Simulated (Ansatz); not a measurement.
# NaTlS2: a single-point run

The task is a single-point run on NaTlS2. The structure is shown as the input types it. The cell is built on a prototype (ordering on zincblende) and needn't be the phase found in nature.

Computed with Ansatz 0.2.0 (density functional or hybrid calculation with the settings of its input, plane waves (as first typed), unless a step's input says otherwise).

4 further runs of the same task are left out: 2 for a known fault of the program, 2 that didn't finish.

**1. The structure to begin with**

Symmetry: P-4m2, No. 115, tetragonal system. Conventional cell: a = 4.104 Å, b = 4.104 Å, c = 6.639 Å, α = 90.00°, β = 90.00°, γ = 90.00°. Around Na (site symmetry -4m2) lie 4 S at 2.73 Å. S (site symmetry 2mm) is surrounded by 2 Tl at 2.55 Å and 2 Na at 2.73 Å. Tl (site symmetry -4m2) is surrounded by 4 S at 2.55 Å.

As a file:

```xyz
4
Lattice="4.1045 0.0000 0.0000 0.0000 4.1045 0.0000 0.0000 0.0000 6.6389" Properties=species:S:1:pos:R:3 pbc="T T T"
Na    0.0000    0.0000    0.0000
S     0.0000    2.0522    1.7983
Tl    2.0522    2.0522    3.3195
S     2.0522    0.0000    4.8407
```

**2. Running it**

input.yaml

```yaml
crystal:
  lattice:
    - [4.1044901738, 0.0, 0.0]
    - [0.0, 4.1044901738, 0.0]
    - [0.0, 0.0, 6.6389352781]
  atoms:
    - { symbol: Na, position: [0.0, 0.0, 0.0] }
    - { symbol: S, position: [0.0, 0.5, 0.270866925] }
    - { symbol: Tl, position: [0.5, 0.5, 0.5] }
    - { symbol: S, position: [0.5, 0.0, 0.729133075] }
kpoints:
  mp_grid: { grid: [4, 4, 4] }
hamiltonian:
  xc: pbe
scf:
  occupations: { method: cold, width: 1.5 }
  n_extra_bands: 5
output:
  forces: true
  stress: true
  eigenvalues: true
```

Run with:

```
> ansatz run input.yaml --threads 4 --pin off --max-ram 3686MiB --backend cpu --events-out ev --progress --plain --runs-dir out
```

Q: Will this input give a usable result? If not, why, and what should change?

This run ends as converged. Convergence says nothing about whether the input makes sense.

Look at the input: scf.occupations.method is cold; scf.occupations.width is 1.5. A smearing this wide moves electrons out of filled levels into empty ones.

To check: delete scf.occupations.width (the default then holds) and set scf.occupations.method to fixed.
